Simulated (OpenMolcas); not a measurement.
# Tc²⁺ among point charges: CASSCF and CASPT2 levels and susceptibility, part 2 of 2

Aim: the splitting of the states of Tc²⁺ in the field of 4 point charges, its lowest levels with spin-orbit coupling and its magnetic susceptibility.

OpenMolcas 26.06; ANO-RCC-VDZP, DKH2, active space 5 electrons in 5 orbitals (4d), orbitals: per spin and parity. Surroundings: 4 point charges of -2 e arranged as a tetrahedron (Td), 2.1 Å from the ion. The steps go on from the part before.

## Step 7: CASPT2: IPEA 0.25, imaginary shift 0.1 (closed shells correlated: 4s 4p)

Contents of a.inp:

```
>>> COPY JOB001 $Project.JobIph
&CASPT2
Multistate=1 1
Frozen=14
IPEA=0.25
Imaginary=0.1
MaxIter=60
WThr=0.0 0.3 0.05
PrWF=0.5
NoMix
>>> COPY JOB002 $Project.JobIph
&CASPT2
Multistate=24 1 2 3 4 5 6 7 8 9 10 11 12 13 14 15 16 17 18 19 20 21 22
23 24
NoMult
Frozen=14
IPEA=0.25
Imaginary=0.1
MaxIter=60
WThr=0.0 0.3 0.05
PrWF=0.5
NoMix
>>> COPY JOB003 $Project.JobIph
&CASPT2
Multistate=75 1 2 3 4 5 6 7 8 9 10 11 12 13 14 15 16 17 18 19 20 21 22
23 24 25 26 27 28 29 30 31 32 33 34 35 36 37 38 39 40 41 42 43 44 45 46
47 48 49 50 51 52 53 54 55 56 57 58 59 60 61 62 63 64 65 66 67 68 69 70
71 72 73 74 75
NoMult
Frozen=14
IPEA=0.25
Imaginary=0.1
MaxIter=60
WThr=0.0 0.3 0.05
PrWF=0.5
NoMix
```

What it wrote:

```text
Orbital specifications:
      -----------------------

      Symmetry species                           1
                                                 a
      Frozen orbitals                           14
      Inactive orbitals                          4
      Active orbitals                            5
      Secondary orbitals                        20
      Deleted orbitals                           0
      Number of basis functions                 43
Type of calculation                        SS-CASPT2
      Fock operator                              state-specific
      IPEA shift                                 0.25
      Real shift                                 0.00
      Imaginary shift                            0.10
      The input orbitals will be transformed to quasi-canonical
Reference energy:       -4285.8345498844
      E2 (Non-variational):      -0.2502755669
      Shift correction:          -0.0002495165
      E2 (Variational):          -0.2505250833
      Total energy:           -4286.0850749677
      Residual norm:              0.0000009578
      Reference weight:           0.93738
      Contributions to the CASPT2 correlation energy
      Active & Virtual Only:         -0.0570437145
      One Inactive Excited:          -0.1210595676
      Two Inactive Excited:          -0.0721722847
::    CASPT2 Root  1     Total energy:  -4286.08507497
Orbital specifications:
      -----------------------

      Symmetry species                           1
                                                 a
      Frozen orbitals                           14
      Inactive orbitals                          4
      Active orbitals                            5
      Secondary orbitals                        20
      Deleted orbitals                           0
      Number of basis functions                 43
Type of calculation                        SS-CASPT2
      Fock operator                              state-specific
      IPEA shift                                 0.25
      Real shift                                 0.00
      Imaginary shift                            0.10
      The input orbitals will be transformed to quasi-canonical
Reference energy:       -4285.7341410177
      E2 (Non-variational):      -0.2597560265
      Shift correction:          -0.0003545376
      E2 (Variational):          -0.2601105641
      Total energy:           -4285.9942515818
      Residual norm:              0.0000003360
      Reference weight:           0.93261
      Contributions to the CASPT2 correlation energy
      Active & Virtual Only:         -0.0631414726
      One Inactive Excited:          -0.1229634453
      Two Inactive Excited:          -0.0736511086
Reference energy:       -4285.7341410177
      E2 (Non-variational):      -0.2593138708
      Shift correction:          -0.0003378052
      E2 (Variational):          -0.2596516761
      Total energy:           -4285.9937926938
      Residual norm:              0.0000003882
      Reference weight:           0.93314
      Contributions to the CASPT2 correlation energy
      Active & Virtual Only:         -0.0628242852
      One Inactive Excited:          -0.1228957275
      Two Inactive Excited:          -0.0735938581
::    CASPT2 Root  1     Total energy:  -4285.99425158
::    CASPT2 Root  2     Total energy:  -4285.99379269
::    CASPT2 Root  3     Total energy:  -4285.99409328
::    CASPT2 Root  4     Total energy:  -4285.99425539
::    CASPT2 Root  5     Total energy:  -4285.99425429
::    CASPT2 Root  6     Total energy:  -4285.99435783
::    CASPT2 Root  7     Total energy:  -4285.99065868
::    CASPT2 Root  8     Total energy:  -4285.99146808
::    CASPT2 Root  9     Total energy:  -4285.99123561
::    CASPT2 Root 10     Total energy:  -4285.97824634
::    CASPT2 Root 11     Total energy:  -4285.97816649
::    CASPT2 Root 12     Total energy:  -4285.97822049
::    CASPT2 Root 13     Total energy:  -4285.97284708
::    CASPT2 Root 14     Total energy:  -4285.97373002
::    CASPT2 Root 15     Total energy:  -4285.97373176
::    CASPT2 Root 16     Total energy:  -4285.97435749
::    CASPT2 Root 17     Total energy:  -4285.97416736
::    CASPT2 Root 18     Total energy:  -4285.93662400
::    CASPT2 Root 19     Total energy:  -4285.93611137
::    CASPT2 Root 20     Total energy:  -4285.93662286
::    CASPT2 Root 21     Total energy:  -4285.93205488
::    CASPT2 Root 22     Total energy:  -4285.93190366
::    CASPT2 Root 23     Total energy:  -4285.93222413
::    CASPT2 Root 24     Total energy:  -4285.93194268
Orbital specifications:
      -----------------------

      Symmetry species                           1
                                                 a
      Frozen orbitals                           14
      Inactive orbitals                          4
      Active orbitals                            5
      Secondary orbitals                        20
      Deleted orbitals                           0
      Number of basis functions                 43
Type of calculation                        SS-CASPT2
      Fock operator                              state-specific
      IPEA shift                                 0.25
      Real shift                                 0.00
      Imaginary shift                            0.10
      The input orbitals will be transformed to quasi-canonical
Reference energy:       -4285.6916923227
      E2 (Non-variational):      -0.2591769362
      Shift correction:          -0.0002766798
      E2 (Variational):          -0.2594536160
      Total energy:           -4285.9511459387
      Residual norm:              0.0000001265
      Reference weight:           0.93540
      Contributions to the CASPT2 correlation energy
      Active & Virtual Only:         -0.0608165795
      One Inactive Excited:          -0.1271377702
      Two Inactive Excited:          -0.0712225866
Reference energy:       -4285.6916923227
      E2 (Non-variational):      -0.2592823758
      Shift correction:          -0.0002807775
      E2 (Variational):          -0.2595631533
      Total energy:           -4285.9512554760
      Residual norm:              0.0000001636
      Reference weight:           0.93525
      Contributions to the CASPT2 correlation energy
      Active & Virtual Only:         -0.0609328760
      One Inactive Excited:          -0.1270980492
      Two Inactive Excited:          -0.0712514506
::    CASPT2 Root  1     Total energy:  -4285.95114594
::    CASPT2 Root  2     Total energy:  -4285.95125548
::    CASPT2 Root  3     Total energy:  -4285.95136399
::    CASPT2 Root  4     Total energy:  -4285.95244340
::    CASPT2 Root  5     Total energy:  -4285.95042010
::    CASPT2 Root  6     Total energy:  -4285.95005851
::    CASPT2 Root  7     Total energy:  -4285.95016089
::    CASPT2 Root  8     Total energy:  -4285.94948585
::    CASPT2 Root  9     Total energy:  -4285.95015857
::    CASPT2 Root 10     Total energy:  -4285.94984221
::    CASPT2 Root 11     Total energy:  -4285.94916586
::    CASPT2 Root 12     Total energy:  -4285.94903751
::    CASPT2 Root 13     Total energy:  -4285.94701942
::    CASPT2 Root 14     Total energy:  -4285.94334658
::    CASPT2 Root 15     Total energy:  -4285.94420952
::    CASPT2 Root 16     Total energy:  -4285.94327322
::    CASPT2 Root 17     Total energy:  -4285.93952977
::    CASPT2 Root 18     Total energy:  -4285.93931458
::    CASPT2 Root 19     Total energy:  -4285.93369472
::    CASPT2 Root 20     Total energy:  -4285.93369817
::    CASPT2 Root 21     Total energy:  -4285.93360878
::    CASPT2 Root 22     Total energy:  -4285.93112481
::    CASPT2 Root 23     Total energy:  -4285.92948230
::    CASPT2 Root 24     Total energy:  -4285.92944716
::    CASPT2 Root 25     Total energy:  -4285.92910099
::    CASPT2 Root 26     Total energy:  -4285.92208122
::    CASPT2 Root 27     Total energy:  -4285.92207290
::    CASPT2 Root 28     Total energy:  -4285.92188632
::    CASPT2 Root 29     Total energy:  -4285.92128432
::    CASPT2 Root 30     Total energy:  -4285.91873550
```

This run took 10 s in all on 1 thread of Arm Neoverse V1, shared host.

SS-CASPT2: lowest energy less the reference's lowest, -0.2505 hartree; reference weights 0.914 to 0.937.

States without spin-orbit coupling:

```
state  degeneracy  E (cm-1)  free-ion L (%)
  6A1           1         0         S (100)
  4T2           3     19925          G (99)
  4T1           3     19979          G (81)
   4E           2     20570         G (100)
  4A1           1     20722         G (100)
  4T2           3     23454          D (96)
   4E           2     24321         D (100)
  4T1           3     24502          P (81)
  2A2           1     29109          I (83)
  2T2           3     29370          I (72)
  2T1           3     29599          I (89)
  2T2           3     29683          I (94)
   2E           2     29843          I (92)
  2A1           1     30300         I (100)
  2T2           3     31048          D (53)
   2E           2     31967          D (70)
  4T1           3     32619          F (99)
  2T1           3     33230          F (77)
  4A2           1     33584         F (100)
  4T2           3     33591          F (95)
  2A2           1     33788          F (83)
  2T2           3     34179          G (37)
  2T1           3     35788          H (79)
  2A1           1     35948          G (98)
```

With spin-orbit coupling:

| E (cm-1) | Degeneracy | Label | 2S+1 | g |
| --- | --- | --- | --- | --- |
| 0 | 2 | Γ7 | 6 | 3.33 3.33 3.33 |
| 0 | 4 | Γ8 | 6 |  |
| 19760 | 4 |  | 4 |  |
| 19830 | 2 | Γ6 | 4 | 3.51 3.51 3.51 |
| 19870 | 4 | Γ8 | 4 |  |
| 19880 | 2 | Γ7 | 4 | 2.59 2.59 2.59 |
| 19920 | 4 | Γ8 | 4 |  |
| 19930 | 2 | Γ6 | 4 | 3.13 3.13 3.13 |
| 19970 | 2 | Γ7 | 4 | 1.60 1.60 1.60 |
| 20020 | 4 | Γ8 | 4 |  |
| 20550 | 2 | Γ7 | 4 | 1.67 1.67 1.67 |
| 20570 | 4 | Γ8 | 4 |  |
| 20580 | 2 | Γ6 | 4 | 2.21 2.21 2.21 |
| 20730 | 4 | Γ8 | 4 |  |
| 22870 | 4 | Γ8 | 4 |  |
| 22880 | 2 | Γ7 | 4 | 1.49 1.49 1.49 |
| 23070 | 4 | Γ8 | 4 |  |
| 23490 | 2 | Γ7 | 4 | 0.47 0.47 0.47 |
| 23500 | 2 | Γ6 | 4 | 0.05 0.05 0.05 |
| 23950 | 4 | Γ8 | 4 |  |
| 24270 | 2 | Γ6 | 4 | 2.36 2.36 2.36 |
| 24850 | 2 | Γ6 | 4 | 1.70 1.70 1.70 |
| 25180 | 4 | Γ8 | 4 |  |
| 25280 | 4 | Γ8 | 4 |  |

Powder χT (cm³ K/mol): 4.37 at 2 K, 4.38 at 5 K, 4.38 at 10 K, 4.38 at 20 K, 4.38 at 50 K, 4.38 at 100 K, 4.38 at 150 K, 4.38 at 200 K, 4.38 at 250 K, 4.38 at 300 K.

A ligand-field fit to the states below 45000 cm-1 gives 10Dq = -2102 cm-1, B = 586 cm-1 and C = 2855 cm-1 (C/B = 4.87), with a deviation of 541 cm-1.

## Step 8: The methods side by side

A. CASSCF
B. SS-CASPT2, IPEA 0.25, imaginary shift 0.1 (closed shells correlated: 4s 4p)

```
method  ground state  first gap with spin-orbit (cm-1)  χT at 300 K
     A           6A1                               0.1         4.38
     B           6A1                               0.1         4.38
```

## Step 9: What came out

This closing draws on all 2 parts.

| quantity | value |
| --- | --- |
| method | SS-CASPT2, IPEA 0.25, imaginary shift 0.1 (closed shells correlated: 4s 4p) |
| spin-free ground state | 6A1, 1-fold in its orbital part |
| lowest level | 2-fold Γ7, g = 3.33, 3.33, 3.33 |
| next level | 0.1 cm⁻¹ |
| χT at 300 K | 4.38 cm³ K/mol |
| effective moment at 300 K | 5.92 μB |

Cost by method:

```
                                              method  time of its own steps  time with the reference
                                           A. CASSCF                   26 s                     26 s
B. SS-CASPT2, IPEA 0.25, imaginary shift 0.1, +4s 4p                   10 s                     37 s
```

Times are of one thread on a shared host.

What this shows: The spin-free ground state (6A1) comes to 100 % from free-ion S terms and keeps the highest spin of the shell. χT at 300 K is 4.38, against 4.39 cm³ K/mol for the spin alone, as a half-filled shell (L = 0) has no orbital moment. An active space of the d shell alone favours high spin; real ions in strong fields can be low spin. A ligand-field fit to the states below 45000 cm-1 gives 10Dq = -2102 cm-1, B = 586 cm-1 and C = 2855 cm-1 (C/B = 4.87), with a deviation of 541 cm-1. CASPT2 does not keep the components of a term degenerate, and the means are used. The field of point charges can differ much from that of real complexes. Point charges carry no covalency, so the field is a model and not that of real ligands.
